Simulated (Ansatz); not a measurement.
# GeH5O (doublet): from Hartree-Fock to the top rungs at distance O1–H3 along a hydrogen transfer = 1.260 Å, cc-pVDZ

The task here is to estimate one member of a computed series from the others.

Method: cc-pVDZ, core rule «outside noble gas», up to 15 orbitals frozen; program: Ansatz 0.2.0, Gaussian basis.

To be run: UHF; CCSD(T) on ROHF; CCSD(T) on UHF; BCCD(T) on ROHF; CISD; CCSDT(Q) on ROHF; CCSDT(Q) on UHF; CASSCF and MRCISD+Q, 3 electrons in 3 orbitals; CASSCF and NEVPT2, 3 electrons in 3 orbitals.

## What is computed

The geometry derives from fragments relaxed apart (PBE0/def2-TZVP) and kept rigid, so it is no stationary point. A hydrogen atom is moved between rigid fragments. No spin-orbit coupling is included. The filled d shell of Ge may be among the frozen orbitals whatever the setting's name suggests; the logs give the count.

7 atoms, charge 0, spin multiplicity 2.

Atoms are counted from 1 here; the program's logs count them from 0.

Bond lengths: O1–H2 0.960 Å, O1–H3 1.260 Å, H3–Ge4 1.530 Å, Ge4–H5 1.539 Å, Ge4–H6 1.539 Å, Ge4–H7 1.539 Å. Angles: H2–O1–H3 105.1°, O1–H3–Ge4 180.0°, H3–Ge4–H5 107.7°, H3–Ge4–H6 107.7°, H3–Ge4–H7 107.7°, H5–Ge4–H6 111.2°, H5–Ge4–H7 111.2°, H6–Ge4–H7 111.2°.

Coordinates:

```xyz
7

O    -2.27946   -0.00997    0.00000
H    -2.52877    0.91661    0.00000
H    -1.01946   -0.00997    0.00000
Ge    0.51054   -0.00997    0.00000
H     0.97921   -1.47588    0.00000
H     0.97921    0.72299   -1.26952
H     0.97921    0.72299    1.26952
```

The first run:

File in.yaml:

```yaml
crystal:
  periodic: [false, false, false]
  atoms:
    - {symbol: O, position_ang: [-2.279462, -0.009969, -0.000001]}
    - {symbol: H, position_ang: [-2.528771, 0.916606, -0.000001]}
    - {symbol: H, position_ang: [-1.019462, -0.009969, -0.000001]}
    - {symbol: Ge, position_ang: [0.510538, -0.009969, 0.000000]}
    - {symbol: H, position_ang: [0.979206, -1.475884, 0.000000]}
    - {symbol: H, position_ang: [0.979208, 0.722988, -1.269519]}
    - {symbol: H, position_ang: [0.979206, 0.722988, 1.269520]}
basis:
  gaussian: {orbitals: cc-pVDZ}
magnetization: {spin_polarized: true, initial_magnetization: 1}
hamiltonian: {xc: hf}
output: {orbitals: {seedname: orbitals}}
```

The run is started by

```
ansatz run in.yaml --threads 1 --pin off --events-out ev --progress --plain --max-ram 2816MiB --backend cpu
```

Steps of the session up to this table: UHF; CCSD(T) on ROHF; CCSD(T) on UHF; BCCD(T) on ROHF; CISD; CCSDT(Q) on ROHF; CCSDT(Q) on UHF; CASSCF and MRCISD+Q, 3 electrons in 3 orbitals; CASSCF and NEVPT2, 3 electrons in 3 orbitals.

One table of the session follows, with a row left open; its other results are not shown here.

```
       method  from UCCSDT(Q) (kJ/mol)
         ROHF                   +925.6
          UHF                   +899.1
         RMP2                   +123.5
         UMP2                        ?
         CISD                   +108.9
        RCCSD                    +22.8
        UCCSD                    +21.8
     RCCSD(T)                     +4.4
     UCCSD(T)                     +4.3
      BCCD(T)                     +4.3
       RCCSDT                     +1.9
       UCCSDT                     +1.7
    RCCSDT(Q)                     +0.2
    UCCSDT(Q)                        0
  CASSCF pair                   +862.9
  NEVPT2 pair                   +118.9
  MRCISD pair                    +94.7
MRCISD+Q pair                    +15.3
```

Estimate the missing values for UMP2.

**Answer.** from UCCSDT(Q) (kJ/mol): +130.9. In the column «from UCCSDT(Q) (kJ/mol)» it lies between RMP2 (+123.5) and CASSCF pair (+862.9).

Limits of these values: Restricted and unrestricted rows rest on different reference determinants; where their highest levels disagree by more than a few hundredths of an eV, they describe different states and don't form one ladder.
